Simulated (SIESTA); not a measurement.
Runs of SIESTA 5.4.2 on HfIn4SiO6. The typed cell holds 12 atoms: a = 5.699 Å, b = 6.149 Å, c = 7.308 Å, α = 98.49°, β = 111.85°, γ = 96.55°. The cell was built by a generator and needn't be a form met in nature.

```csv
level,potentials or basis,gap on the mesh (eV),pressure (GPa),largest force (eV/Å)
AM05,"PseudoDojo 0.4 standard (PBEsol files), DZP (energy shift 0.003 Ry; two zetas on semicore shells)",0.86,(c),0.34
PBE,"PseudoDojo 0.4 standard (PBE files), DZP (energy shift 0.003 Ry; two zetas on semicore shells)",0.86,(b),0.40
LDA,"PseudoDojo 0.4 standard (LDA files), DZP (energy shift 0.003 Ry; two zetas on semicore shells)",0.86,-4.8,0.27
BLYP,"PseudoDojo 0.4 standard (PBE files), DZP (energy shift 0.003 Ry; two zetas on semicore shells)",1.04,4.8,0.58
PBEsol,"PseudoDojo 0.4 standard (PBEsol files), DZP (energy shift 0.003 Ry; two zetas on semicore shells)",(a),-1.8,0.34
RPBE,"PseudoDojo 0.4 standard (PBE files), DZP (energy shift 0.003 Ry; two zetas on semicore shells)",0.89,3.5,0.55
```

Alike in all rows: task band structure; no spin polarisation; cell as given; k mesh 5 × 5 × 4; smearing fermi-dirac 0.05 eV; grid cutoff 800 Ry; energy shift 0.003 Ry.

Problem. Fill in the values left out.

Solution. (a) 0.81; (b) 1.5; (c) -1.2.

Caveats: short orbitals over semicore shells can move pressures by several GPa; spin-orbit coupling is left out, which moves the levels of the heavy elements; the basis of atomic orbitals isn't converged, which shifts pressures, moduli and gaps; the potentials were made for another functional, which shifts forces and pressure (some runs).

A k mesh can miss the band edges, and the runs leave out spin-orbit coupling on Hf, In.
